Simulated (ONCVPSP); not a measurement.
# Co: the cost of one run

Program: ONCVPSP 4.0.1.1 (patched build). Reference atom: PBE, scalar-relativistic, spherical and spin-unpolarised. All values are calculated.

### Step 1. Settings

The settings as typed:

| Item | Value |
| --- | --- |
| element | cobalt (Co, Z = 27) |
| type | optimised norm-conserving Vanderbilt (ONCV) |
| frozen core | [Ne] |
| valence charge | 17 |
| reference configuration | 3s2 3p6 3d7 4s2 |
| partial waves | 3s+4s: rc 1.30 bohr, ncon 4, nbas 8, qcut 10.9 1/bohr, 2 projectors; 3p: rc 1.05 bohr, ncon 3, nbas 6, qcut 10.5 1/bohr, 2 projectors, debl 3.1 Ha; 3d: rc 0.90 bohr, ncon 4, nbas 9, qcut 18.3 1/bohr, 2 projectors, debl 1.3 Ha |
| local potential | polynomial inside 0.85 bohr (lpopt 3, dvloc0 0 Ha) |
| core correction | Teter function, fcfact 5.5, rcfact 1.2 |

### Step 2. The generation run

The input, Co.dat:

```
# ATOM AND REFERENCE CONFIGURATION
# atsym  z   nc   nv     iexc    psfile
  Co 27.00    3    4        4      upf
#
#   n    l    f
    1    0    2.00
    2    0    2.00
    2    1    6.00
    3    0    2.00
    3    1    6.00
    3    2    7.00
    4    0    2.00
#
# PSEUDOPOTENTIAL AND OPTIMIZATION
# lmax
    2
#
#   l,   rc,      ep,       ncon, nbas, qcut
    0    1.30    0.00    4    8   10.90
    1    1.05    0.00    3    6   10.50
    2    0.90    0.00    4    9   18.30
#
# LOCAL POTENTIAL
# lloc, lpopt,  rc(5),   dvloc0
    4    3    0.85    0.00
#
# VANDERBILT-KLEINMAN-BYLANDER PROJECTORs
# l, nproj, debl
    0    2    2.50
    1    2    3.10
    2    2    1.30
#
# MODEL CORE CHARGE
# icmod, fcfact, rcfact
    3    5.50    1.20
#
# LOG DERIVATIVE ANALYSIS
# epsh1, epsh2, depsh
   -5.00    5.00    0.04
#
# OUTPUT GRID
# rlmax, drl
    6.00    0.01
#
# TEST CONFIGURATIONS
# ncnf
    4
# nvcnf
#   n    l    f
    4
    3    0    2.00
    3    1    6.00
    3    2    7.00
    4    0    1.00
#
    4
    3    0    2.00
    3    1    6.00
    3    2    7.00
    4    0    0.00
#
    4
    3    0    2.00
    3    1    6.00
    3    2    6.00
    4    0    0.00
#
    5
    3    0    2.00
    3    1    6.00
    3    2    6.00
    4    0    2.00
    4    1    1.00
#
```

Command:

```console
$ oncvpsp.x < Co.dat > Co.out
```

**Question.** How long does this run take on 1 thread of Neoverse-N1, shared host?

About 5.9 s.
